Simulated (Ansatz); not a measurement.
# B6I: the cost of one run

Computed with Ansatz 0.2.0 (DFT PBE, scalar-relativistic, plane waves, PAW, unless a step's input says otherwise).

1 further run of the same task is left out (it didn't finish). Runs told in other sessions of the task aren't counted.

## Step 1: The structure to begin with

Symmetry: P-3m1, No. 164, trigonal system. The conventional cell has a = 4.302 Å, b = 4.302 Å, c = 5.764 Å, α = 90.00°, β = 90.00°, γ = 120.00°. Around B (site symmetry m) lie 2 B at 1.33 Å and 1 I at 2.16 Å. Around I (site symmetry -3m) lie 6 B at 2.16 Å.

Coordinates:

```cif
data_structure
_symmetry_space_group_name_H-M 'P 1'
_symmetry_Int_Tables_number 1
_cell_length_a 4.3018
_cell_length_b 4.3018
_cell_length_c 5.7635
_cell_angle_alpha 90.000
_cell_angle_beta 90.000
_cell_angle_gamma 120.000
_cell_volume 92.37
loop_
_atom_site_label
_atom_site_type_symbol
_atom_site_fract_x
_atom_site_fract_y
_atom_site_fract_z
_atom_site_occupancy
B1 B 0.23053 0.76947 0.72691 1
B2 B 0.23053 0.46105 0.72691 1
B3 B 0.53895 0.76947 0.72691 1
B4 B 0.76947 0.23053 0.27309 1
B5 B 0.46105 0.23053 0.27309 1
B6 B 0.76947 0.53895 0.27309 1
I1 I 0.00000 0.00000 0.50000 1
```

A structure generator made this guess: random cell by space group and Wyckoff sites (P-3m1, No. 164). Its size is a rough estimate.

## Step 2: Probe: one point on a coarse mesh

Input file input.yaml:

```yaml
crystal:
  lattice:
    - [4.30179134, 0.0, 0.0]
    - [-2.15089567, 3.72546058, 0.0]
    - [0.0, 0.0, 5.76353333]
  atoms:
    - { symbol: B, position: [0.230527, 0.769473, 0.72690675] }
    - { symbol: B, position: [0.230527, 0.461054, 0.72690675] }
    - { symbol: B, position: [0.538946, 0.769473, 0.72690675] }
    - { symbol: B, position: [0.769473, 0.230527, 0.27309325] }
    - { symbol: B, position: [0.461054, 0.230527, 0.27309325] }
    - { symbol: B, position: [0.769473, 0.538946, 0.27309325] }
    - { symbol: I, position: [0.0, 0.0, 0.5] }
basis:
  ecutwfc: 420
kpoints:
  mp_grid: { grid: [6, 6, 4] }
hamiltonian:
  xc: pbe
scf:
  occupations: { method: gaussian, width: 0.1 }
  lower_state_search: "off"
output:
  forces: true
  stress: true
  eigenvalues: true
```

On the command line:

```sh
> ansatz run input.yaml --threads 1 --pin off --max-ram 2560MiB --backend cpu --events-out ev --progress --plain --runs-dir out
```

What time and memory should one allow on 1 thread of INTEL XEON PLATINUM 8581C at 2.30GHz (Emerald Rapids), shared host?

About 1.8 s, with a peak of 0.41 GiB.
